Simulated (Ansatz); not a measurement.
# CH4AlBr (SMILES [AlH2][CH2]Br): single points off equilibrium

One table from this session's results is given with a row withheld; the runs are named, their logs left out.

Program: Ansatz 0.2.0, Gaussian basis. Level of theory: single points in def2-TZVPP. These are calculated values, not measurements.

Correlated methods freeze the cores. Filled d shells of the heavier atoms are correlated. B3LYP uses VWN-RPA correlation.

**Starting geometry**

SMILES `[AlH2][CH2]Br`, 7 atoms, charge 0, spin multiplicity 1.

Atoms are counted from 1 here; the program's logs count them from 0.

Bond lengths: Al1–C2 1.962 Å, Al1–Br3 2.702 Å, Al1–H4 1.724 Å, Al1–H5 1.571 Å, C2–Br3 1.955 Å, C2–H6 1.107 Å, C2–H7 1.020 Å. Angles: C2–Al1–Br3 46.3°, C2–Al1–H4 126.2°, C2–Al1–H5 121.2°, Br3–Al1–H4 79.9°, Br3–Al1–H5 166.4°, H4–Al1–H5 112.6°, Al1–C2–Br3 87.2°, Al1–C2–H6 126.8°, Al1–C2–H7 118.9°, Br3–C2–H6 105.5°, Br3–C2–H7 103.0°, H6–C2–H7 108.3°, Al1–Br3–C2 46.5°.

Coordinates:

| atom | x (Å) | y (Å) | z (Å) |
| --- | --- | --- | --- |
| Al1 | -0.7105 | 0.2860 | -0.6987 |
| C2 | 0.6977 | 0.0924 | 0.6533 |
| Br3 | 0.2642 | -1.8130 | 0.6954 |
| H4 | -1.7556 | -0.9623 | -1.2645 |
| H5 | -0.9406 | 1.6488 | -1.4447 |
| H6 | 0.6552 | 0.4279 | 1.7073 |
| H7 | 1.6722 | 0.0997 | 0.3535 |

The first run:

Input file run/in.yaml:

```yaml
crystal:
  periodic: [false, false, false]
  atoms:
    - {symbol: Al, position_ang: [-0.710500, 0.286000, -0.698700]}
    - {symbol: C, position_ang: [0.697700, 0.092400, 0.653300]}
    - {symbol: Br, position_ang: [0.264200, -1.813000, 0.695400]}
    - {symbol: H, position_ang: [-1.755600, -0.962300, -1.264500]}
    - {symbol: H, position_ang: [-0.940600, 1.648800, -1.444700]}
    - {symbol: H, position_ang: [0.655200, 0.427900, 1.707300]}
    - {symbol: H, position_ang: [1.672200, 0.099700, 0.353500]}
basis:
  gaussian: {orbitals: def2-TZVPP}
correlation: {method: ccsd_t}
output: {forces: true}
```

The command line of these runs was not kept.

Among the steps run: CCSD(T)/def2-TZVPP; PBE0-D4/def2-TZVPP; wB97M-V/def2-TZVPP; r2SCAN-D4/def2-TZVPP; PBE-D4/def2-TZVPP; B3LYP-D4/def2-TZVPP; SPW92/def2-TZVPP.

One table of the session follows, with a row left open; its other results are not shown here.

```
   method  RMS force component (eV/Å)  angle to CCSD(T) forces (°)  dipole (D)
  CCSD(T)                       1.096                    reference        1.77
  PBE0-D4                       1.079                          4.8        1.80
  wB97M-V                       1.080                          2.9        1.82
r2SCAN-D4                       1.085                          4.2        1.85
   PBE-D4                           ?                            ?           ?
 B3LYP-D4                       1.092                          4.1        1.79
    SPW92                       1.110                         14.0        1.69
```

**Question.** Estimate the row for PBE-D4.

As computed: RMS force component (eV/Å): 1.108; angle to CCSD(T) forces (°): 6.9; dipole (D): 1.73. In the column «RMS force component (eV/Å)» it lies between CCSD(T) (1.096) and SPW92 (1.110).
